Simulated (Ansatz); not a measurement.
# C₂H₅FO₂Si: basis-set convergence

How large a basis does C₂H₅FO₂Si need? Two functionals are run in growing sets.

The runs use Ansatz 0.2.0, Gaussian basis; one geometry, several basis sets.

Levels to be run: PBE0-D4/def2-SVP; ωB97M-V/def2-SVP; PBE0-D4/def2-QZVPP; ωB97M-V/def2-QZVPP; the functionals' def2-TZVPP values are taken from earlier runs.

**1. The relaxed structure**

An earlier PBE0-D4/def2-TZVP relaxation fixed the geometry.

SMILES `C[C@]1(F)O[Si@H]1O`, 11 atoms, charge 0, spin multiplicity 1.

Atoms are counted from 1 here; the program's logs count them from 0.

Bond lengths: C1–C2 1.489 Å, C1–H7 1.094 Å, C1–H8 1.090 Å, C1–H9 1.091 Å, C2–F3 1.380 Å, C2–O4 1.449 Å, C2–Si5 1.814 Å, O4–Si5 1.660 Å, Si5–O6 1.622 Å, Si5–H10 1.470 Å, O6–H11 0.961 Å. Angles: C2–C1–H7 109.4°, C2–C1–H8 110.5°, C2–C1–H9 110.2°, H7–C1–H8 108.8°, H7–C1–H9 109.0°, H8–C1–H9 108.9°, C1–C2–F3 109.7°, C1–C2–O4 114.4°, C1–C2–Si5 133.2°, F3–C2–O4 109.5°, F3–C2–Si5 115.8°, O4–C2–Si5 59.9°, C2–O4–Si5 71.0°, C2–Si5–O4 49.0°, C2–Si5–O6 123.5°, C2–Si5–H10 127.2°, O4–Si5–O6 119.9°, O4–Si5–H10 117.9° and more.

**2. PBE0-D4 in def2-SVP**

Contents of in.yaml:

```yaml
crystal:
  periodic: [false, false, false]
  atoms:
    - {symbol: C, position_ang: [0.545931, -0.978140, -1.324632]}
    - {symbol: C, position_ang: [-0.209496, -0.099515, -0.389353]}
    - {symbol: F, position_ang: [-1.529799, -0.027042, -0.783495]}
    - {symbol: O, position_ang: [0.330604, 1.238224, -0.256182]}
    - {symbol: Si, position_ang: [0.160916, 0.572606, 1.254592]}
    - {symbol: O, position_ang: [-0.973866, 1.139072, 2.266465]}
    - {symbol: H, position_ang: [0.510269, -0.551557, -2.331638]}
    - {symbol: H, position_ang: [1.587943, -1.059349, -1.014782]}
    - {symbol: H, position_ang: [0.103910, -1.975074, -1.345040]}
    - {symbol: H, position_ang: [1.378264, 0.355091, 2.050137]}
    - {symbol: H, position_ang: [-1.839177, 1.328484, 1.894527]}
basis:
  gaussian: {orbitals: def2-SVP}
hamiltonian: {xc: pbe0, dispersion: d4}
output: {orbitals: {seedname: orbitals}}
```

Started as:

```console
> ansatz run in.yaml --threads 4 --pin off --events-out ev --progress --plain --max-ram 10444MiB
```

The runs that follow: ωB97M-V in def2-SVP; PBE0-D4 in def2-QZVPP; ωB97M-V in def2-QZVPP.

Before running them: what should the planned runs give, taken together? Wanted: PBE0-D4: double and triple zeta above quadruple; ωB97M-V: double and triple zeta above quadruple.

The runs gave:

| quantity | value |
| --- | --- |
| PBE0-D4: double and triple zeta above quadruple | 14.65, 0.78 eV |
| ωB97M-V: double and triple zeta above quadruple | 14.89, 0.73 eV |

For PBE0-D4 the step from double to triple zeta gains 13.87 eV and the next only 0.78 eV. Total energies overstate the basis error of differences, where much of it tends to cancel. The LUMO of ωB97M-V is positive and keeps falling with the basis (2.51 to 1.48 eV): an unbound level that the basis holds in place.
